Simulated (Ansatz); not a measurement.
# LiCaSc3AlCu2: the cost of one run

Program: Ansatz 0.2.0. Level of theory: DFT PBE, scalar-relativistic, plane waves, PAW. These are calculated values, not measurements.

### Step 1. Starting point

The cell holds 16 atoms (Al2Ca2Cu4Li2Sc6): a = 6.343 Å, b = 6.343 Å, c = 10.149 Å, α = 90.00°, β = 90.00°, γ = 120.00°.

The sites of an ideal hcp lattice, at a guessed lattice constant, take 4 Cu, 2 Ca, 2 Al, 2 Li, 6 Sc (sublattices apart by semicolons), with a shake of 0.02 Å. Warren-Cowley parameters of the first shell (negative: unlike neighbours preferred): Al-Ca -0.33, Al-Cu +0.00, Al-Li -0.33, Al-Sc -0.11, Ca-Cu -0.17, Ca-Li -0.33. In a cell this small the draw can fall short of the order aimed at.

Structure file:

```
Li Al Ca Sc Cu
1.0
     3.17145   -5.49310    0.00000
     3.17145    5.49310    0.00000
     0.00000    0.00000   10.14862
Li Al Ca Sc Cu
2 2 2 6 4
Direct
  0.33883 0.16779 0.62327
  0.17133 0.33800 0.87849
  0.17130 0.83391 0.37699
  0.17782 0.83717 0.87393
  0.33807 0.16620 0.12481
  0.33448 0.66569 0.62394
  0.83251 0.16513 0.12714
  0.82273 0.66305 0.12829
  0.66899 0.33477 0.87485
  0.16119 0.32589 0.37766
  0.66038 0.82757 0.37649
  0.67256 0.83756 0.87456
  0.83364 0.16622 0.62299
  0.34006 0.67060 0.12255
  0.83028 0.66971 0.62744
  0.66726 0.33113 0.37541
```

### Step 2. Relaxing on a coarse mesh

Cell and atoms move without symmetry, on a coarse mesh with loose thresholds.

input.yaml

```yaml
crystal:
  lattice:
    - [3.17144526, -5.49310428, 0.0]
    - [3.17144524, 5.49310428, 0.0]
    - [0.0, 0.0, 10.14862482]
  atoms:
    - { symbol: Li, position: [0.3388270443, 0.1677884643, 0.6232726519] }
    - { symbol: Li, position: [0.1713298372, 0.3379997549, 0.8784869123] }
    - { symbol: Al, position: [0.1712962785, 0.8339124745, 0.3769871105] }
    - { symbol: Al, position: [0.1778196412, 0.8371675054, 0.873933266] }
    - { symbol: Ca, position: [0.3380741241, 0.1661989347, 0.124810074] }
    - { symbol: Ca, position: [0.3344821955, 0.6656877387, 0.6239398048] }
    - { symbol: Sc, position: [0.8325148605, 0.1651268164, 0.1271449518] }
    - { symbol: Sc, position: [0.8227278948, 0.6630533479, 0.1282943281] }
    - { symbol: Sc, position: [0.6689940575, 0.3347732164, 0.8748490276] }
    - { symbol: Sc, position: [0.1611882276, 0.3258883078, 0.3776645943] }
    - { symbol: Sc, position: [0.6603784443, 0.8275684443, 0.3764898719] }
    - { symbol: Sc, position: [0.6725558746, 0.8375565274, 0.8745557126] }
    - { symbol: Cu, position: [0.8336369683, 0.1662176861, 0.6229895989] }
    - { symbol: Cu, position: [0.3400564407, 0.6706042631, 0.1225486515] }
    - { symbol: Cu, position: [0.8302808469, 0.6697092933, 0.627437387] }
    - { symbol: Cu, position: [0.6672649895, 0.3311259998, 0.3754065464] }
  symmetry: { detect: false }
basis:
  ecutwfc: 420
kpoints:
  mp_grid: { grid: [3, 3, 2], shift: [0.0, 0.0, 0.5] }
hamiltonian:
  xc: pbe
scf:
  occupations: { method: gaussian, width: 0.1 }
  lower_state_search: "off"
output:
  forces: true
  stress: true
  eigenvalues: true
relax:
  adjacent_minimum: "off"
  f_tol: 0.04
  max_steps: 50
  cell: { stress_tol: 0.3 }
```

On the command line:

```bash
$ ansatz run input.yaml --threads 4 --pin off --max-ram 9216MiB --backend cpu --events-out ev --progress --plain --runs-dir out
```

Q: Estimate wall time and peak memory on 4 threads of Arm Neoverse V2, shared host.

About 8.6 min, with a peak of 1.2 GiB.
